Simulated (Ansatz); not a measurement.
**Cl₂GeHS radical: basis-set convergence**

An exercise on one series of results from a longer session: the logs are not shown, and one member is left open.

The runs use Ansatz 0.2.0, Gaussian basis; one geometry, several basis sets.

Levels to be run: PBE0-D4/def2-SVP; ωB97M-V/def2-SVP; PBE0-D4/def2-QZVPP; ωB97M-V/def2-QZVPP; the functionals' def2-TZVPP values are taken from earlier runs.

### The relaxed structure

The geometry comes from an earlier relaxation with PBE0-D4 in a triple-zeta def2 set; it is a stationary point.

SMILES `[SH][Ge]([Cl])[Cl]`, 5 atoms, charge 0, spin multiplicity 2.

Atoms are counted from 1 here; the program's logs count them from 0.

Bond lengths: S1–Ge2 2.226 Å, S1–H5 1.345 Å, Ge2–Cl3 2.155 Å, Ge2–Cl4 2.165 Å. Angles: Ge2–S1–H5 92.0°, S1–Ge2–Cl3 105.6°, S1–Ge2–Cl4 110.5°, Cl3–Ge2–Cl4 108.7°.

Coordinates:

```xyz
5

S     0.1536    1.6171   -0.1945
Ge   -0.0181   -0.4490    0.6149
Cl    2.0058   -1.1123    0.9403
Cl   -0.9526   -1.7578   -0.8348
H    -1.1389    1.6284   -0.5673
```

Set-up of the first run:

File in.yaml:

```yaml
crystal:
  periodic: [false, false, false]
  atoms:
    - {symbol: S, position_ang: [0.153602, 1.617094, -0.194546]}
    - {symbol: Ge, position_ang: [-0.018054, -0.448973, 0.614919]}
    - {symbol: Cl, position_ang: [2.005822, -1.112325, 0.940328]}
    - {symbol: Cl, position_ang: [-0.952628, -1.757842, -0.834837]}
    - {symbol: H, position_ang: [-1.138941, 1.628445, -0.567264]}
basis:
  gaussian: {orbitals: def2-SVP}
magnetization: {spin_polarized: true, initial_magnetization: 1}
hamiltonian: {xc: pbe0, dispersion: d4}
output: {orbitals: {seedname: orbitals}}
```

The run is started by

```
$ ansatz run in.yaml --threads 4 --pin off --events-out ev --progress --plain --max-ram 10444MiB
```

Among the steps run: PBE0-D4 in def2-SVP; ωB97M-V in def2-SVP; PBE0-D4 in def2-QZVPP; ωB97M-V in def2-QZVPP.

One of the session's tables, all rows but one given; the rest of the session is left out.

It belongs to the step «Functionals by basis». 

```
functional       basis  HOMO (eV)  LUMO (eV)
   PBE0-D4    def2-SVP      -6.88      -4.02
   PBE0-D4  def2-TZVPP      -7.01      -4.12
   PBE0-D4  def2-QZVPP          ?          ?
   ωB97M-V    def2-SVP      -8.76      -2.15
   ωB97M-V  def2-TZVPP      -8.92      -2.33
   ωB97M-V  def2-QZVPP      -8.97      -2.41
```

Q: Estimate the row for PBE0-D4, def2-QZVPP from the others.

As computed: HOMO (eV): -7.04; LUMO (eV): -4.17. In the column «HOMO (eV)» it lies between ωB97M-V, def2-SVP (-8.76) and PBE0-D4, def2-TZVPP (-7.01).
